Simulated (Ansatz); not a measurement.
# AlGeH₇Si: up Jacob's ladder to CCSD(T)

The task here is to estimate one member of a computed series from the others.

Computed with Ansatz 0.2.0, Gaussian basis. Level: functionals in def2-TZVPP, the program's frozen cores in correlated methods.

Levels to be run: LDA (SPW92), PBE-D4, revPBE-D4, BLYP-D4, r2SCAN-D4, B97M-V, PBE0-D4, B3LYP-D4, r2SCANh-D4, r2SCAN0-D4, HSE06-D4, BHLYP-D4, CAM-B3LYP-D4, LC-ωPBE, ωB97X-V, ωB97M-V, B2PLYP, PBE-QIDH; CCSD(T)/def2-SVP; CCSD(T)/def2-TZVPP; MP2/def2-QZVPP; extrapolation to the limit; RPA on PBE.

**The geometry**

The geometry comes from an earlier relaxation with PBE0-D4 in a triple-zeta def2 set; it is a stationary point, not always the lowest conformer.

SMILES `[AlH2][SiH2][GeH3]`, 10 atoms, charge 0, spin multiplicity 1.

Atoms are counted from 1 here; the program's logs count them from 0.

Bond lengths: Al1–Si2 2.445 Å, Al1–H4 1.588 Å, Al1–H5 1.588 Å, Si2–Ge3 2.388 Å, Si2–H6 1.492 Å, Si2–H7 1.492 Å, Ge3–H8 1.538 Å, Ge3–H9 1.540 Å, Ge3–H10 1.540 Å. Angles: Si2–Al1–H4 120.2°, Si2–Al1–H5 120.3°, H4–Al1–H5 119.5°, Al1–Si2–Ge3 109.6°, Al1–Si2–H6 112.7°, Al1–Si2–H7 112.7°, Ge3–Si2–H6 107.0°, Ge3–Si2–H7 107.0°, H6–Si2–H7 107.7°, Si2–Ge3–H8 111.7°, Si2–Ge3–H9 110.4°, Si2–Ge3–H10 110.4°, H8–Ge3–H9 108.3°, H8–Ge3–H10 108.3°, H9–Ge3–H10 107.7°.

The first run:

File in.yaml:

```yaml
crystal:
  periodic: [false, false, false]
  atoms:
    - {symbol: Al, position_ang: [-1.901718, 0.583324, -1.010891]}
    - {symbol: Si, position_ang: [0.470601, 0.777490, -0.451387]}
    - {symbol: Ge, position_ang: [1.083625, -0.974993, 1.050595]}
    - {symbol: H, position_ang: [-2.362442, -0.312974, -2.238127]}
    - {symbol: H, position_ang: [-2.997199, 1.296853, -0.109702]}
    - {symbol: H, position_ang: [0.798366, 2.065865, 0.225480]}
    - {symbol: H, position_ang: [1.355003, 0.656003, -1.646583]}
    - {symbol: H, position_ang: [2.569371, -0.896347, 1.441221]}
    - {symbol: H, position_ang: [0.241424, -0.897562, 2.337256]}
    - {symbol: H, position_ang: [0.825969, -2.348957, 0.405137]}
basis:
  gaussian: {orbitals: def2-TZVPP}
hamiltonian: {xc: lda}
output: {orbitals: {seedname: orbitals}}
```

Launch:

```console
ansatz run in.yaml --threads 2 --pin off --events-out ev --progress --plain --max-ram 4352MiB
```

Steps of the session up to this table: LDA; PBE-D4 (GGA); revPBE-D4 (GGA); BLYP-D4 (GGA); r2SCAN-D4 (meta-GGA); B97M-V (meta-GGA); PBE0-D4 (hybrid); B3LYP-D4 (hybrid); r2SCANh-D4 (hybrid); r2SCAN0-D4 (hybrid); HSE06-D4 (hybrid); BHLYP-D4 (hybrid); CAM-B3LYP-D4 (range-separated); LC-ωPBE (range-separated); ωB97X-V (range-separated); ωB97M-V (range-separated); B2PLYP (double hybrid); PBE-QIDH (double hybrid).

One table of the session follows, with a row left open; its other results are not shown here.

It belongs to the step «Frontier levels by functional». 

| functional | HOMO (eV) | LUMO (eV) | gap (eV) |
| --- | --- | --- | --- |
| LDA (SPW92) | ? | ? | ? |
| PBE-D4 | -6.43 | -2.94 | 3.49 |
| revPBE-D4 | -6.39 | -2.83 | 3.56 |
| BLYP-D4 | -6.28 | -2.81 | 3.47 |
| r2SCAN-D4 | -6.67 | -2.71 | 3.96 |
| B97M-V | -6.77 | -2.92 | 3.84 |
| PBE0-D4 | -7.45 | -2.20 | 5.25 |
| B3LYP-D4 | -7.25 | -2.38 | 4.87 |
| r2SCANh-D4 | -7.04 | -2.45 | 4.59 |
| r2SCAN0-D4 | -7.60 | -2.08 | 5.52 |
| HSE06-D4 | -7.06 | -2.57 | 4.49 |
| BHLYP-D4 | -8.35 | -1.42 | 6.93 |
| CAM-B3LYP-D4 | -8.65 | -1.26 | 7.39 |
| LC-ωPBE | -9.93 | -0.20 | 9.73 |
| ωB97X-V | -9.62 | -0.32 | 9.30 |
| ωB97M-V | -9.38 | -0.59 | 8.79 |

Estimate the missing values for LDA (SPW92).

As computed: HOMO (eV): -6.50; LUMO (eV): -3.16; gap (eV): 3.35. In the column «HOMO (eV)» it lies between r2SCAN-D4 (-6.67) and PBE-D4 (-6.43).
